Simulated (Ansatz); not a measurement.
# C3H9NSi: a ladder of functionals and wavefunction methods

One table from this session's results is given with a row withheld; the runs are named, their logs left out.

Computed with Ansatz 0.2.0, Gaussian basis. Level: functionals in def2-TZVPP, the program's frozen cores in correlated methods.

The runs, in order: LDA (SPW92), PBE-D4, revPBE-D4, BLYP-D4, r2SCAN-D4, B97M-V, PBE0-D4, B3LYP-D4, r2SCANh-D4, r2SCAN0-D4, HSE06-D4, BHLYP-D4, CAM-B3LYP-D4, LC-ωPBE, ωB97X-V, ωB97M-V, B2PLYP, PBE-QIDH; CCSD(T)/def2-SVP; CCSD(T)/def2-TZVPP; MP2/def2-QZVPP; extrapolation to the limit; RPA on PBE.

**The geometry**

An earlier PBE0-D4 in a triple-zeta def2 set relaxation fixed the geometry.

SMILES `C[Si]N(C)C`, 14 atoms, charge 0, spin multiplicity 1.

Atoms are counted from 1 here; the program's logs count them from 0.

Bond lengths: C1–Si2 1.908 Å, C1–H6 1.096 Å, C1–H7 1.096 Å, C1–H8 1.093 Å, Si2–N3 1.719 Å, N3–C4 1.444 Å, N3–C5 1.449 Å, C4–H9 1.088 Å, C4–H10 1.097 Å, C4–H11 1.097 Å, C5–H12 1.097 Å, C5–H13 1.097 Å, C5–H14 1.092 Å. Angles: Si2–C1–H6 112.2°, Si2–C1–H7 112.3°, Si2–C1–H8 109.3°, H6–C1–H7 107.8°, H6–C1–H8 107.6°, H7–C1–H8 107.6°, C1–Si2–N3 101.5°, Si2–N3–C4 129.9°, Si2–N3–C5 118.4°, C4–N3–C5 111.8°, N3–C4–H9 111.2°, N3–C4–H10 110.8°, N3–C4–H11 110.8°, H9–C4–H10 108.3°, H9–C4–H11 108.3°, H10–C4–H11 107.2°, N3–C5–H12 111.1°, N3–C5–H13 111.1° and more.

Set-up of the first run:

File in.yaml:

```yaml
crystal:
  periodic: [false, false, false]
  atoms:
    - {symbol: C, position_ang: [-1.926928, 0.083857, 1.290031]}
    - {symbol: Si, position_ang: [-0.859967, 1.344248, 0.334757]}
    - {symbol: N, position_ang: [0.370441, 0.332328, -0.310895]}
    - {symbol: C, position_ang: [0.561794, -1.093109, -0.176987]}
    - {symbol: C, position_ang: [1.404995, 0.939127, -1.123545]}
    - {symbol: H, position_ang: [-2.344849, -0.686650, 0.632231]}
    - {symbol: H, position_ang: [-1.362497, -0.422496, 2.081162]}
    - {symbol: H, position_ang: [-2.763722, 0.604311, 1.762257]}
    - {symbol: H, position_ang: [-0.219631, -1.539167, 0.434369]}
    - {symbol: H, position_ang: [1.531363, -1.314458, 0.286965]}
    - {symbol: H, position_ang: [0.552143, -1.581751, -1.159560]}
    - {symbol: H, position_ang: [2.397159, 0.779287, -0.683394]}
    - {symbol: H, position_ang: [1.415112, 0.511299, -2.133763]}
    - {symbol: H, position_ang: [1.231584, 2.013975, -1.204729]}
basis:
  gaussian: {orbitals: def2-TZVPP}
hamiltonian: {xc: lda}
output: {orbitals: {seedname: orbitals}}
```

Started as:

```
$ ansatz run in.yaml --threads 4 --pin off --events-out ev --progress --plain --max-ram 10444MiB
```

Steps of the session up to this table: LDA; PBE-D4 (GGA); revPBE-D4 (GGA); BLYP-D4 (GGA); r2SCAN-D4 (meta-GGA); B97M-V (meta-GGA); B3LYP-D4 (hybrid); r2SCANh-D4 (hybrid); r2SCAN0-D4 (hybrid); HSE06-D4 (hybrid); BHLYP-D4 (hybrid); CAM-B3LYP-D4 (range-separated); LC-ωPBE (range-separated); ωB97X-V (range-separated); ωB97M-V (range-separated); B2PLYP (double hybrid); PBE-QIDH (double hybrid).

One of the session's tables, all rows but one given; the rest of the session is left out.

It belongs to the step «Frontier levels by functional». 

```
  functional  HOMO (eV)  gap (eV)
 LDA (SPW92)      -4.91      2.86
      PBE-D4      -4.82      2.91
   revPBE-D4      -4.78      2.93
     BLYP-D4      -4.70      2.92
   r2SCAN-D4      -5.00      3.20
      B97M-V      -5.11      3.32
     PBE0-D4      -5.88      4.77
    B3LYP-D4      -5.71      4.41
  r2SCANh-D4      -5.40      3.90
  r2SCAN0-D4      -6.00      4.94
    HSE06-D4      -5.48      3.99
    BHLYP-D4      -6.85      6.62
CAM-B3LYP-D4      -7.18      7.13
     LC-ωPBE      -8.46      9.48
     ωB97X-V      -8.16      9.07
     ωB97M-V          ?         ?
```

Q: Estimate the row for ωB97M-V from the others.

The run gave: HOMO (eV): -8.00; gap (eV): 8.79. In the column «HOMO (eV)» it lies between ωB97X-V (-8.16) and CAM-B3LYP-D4 (-7.18).
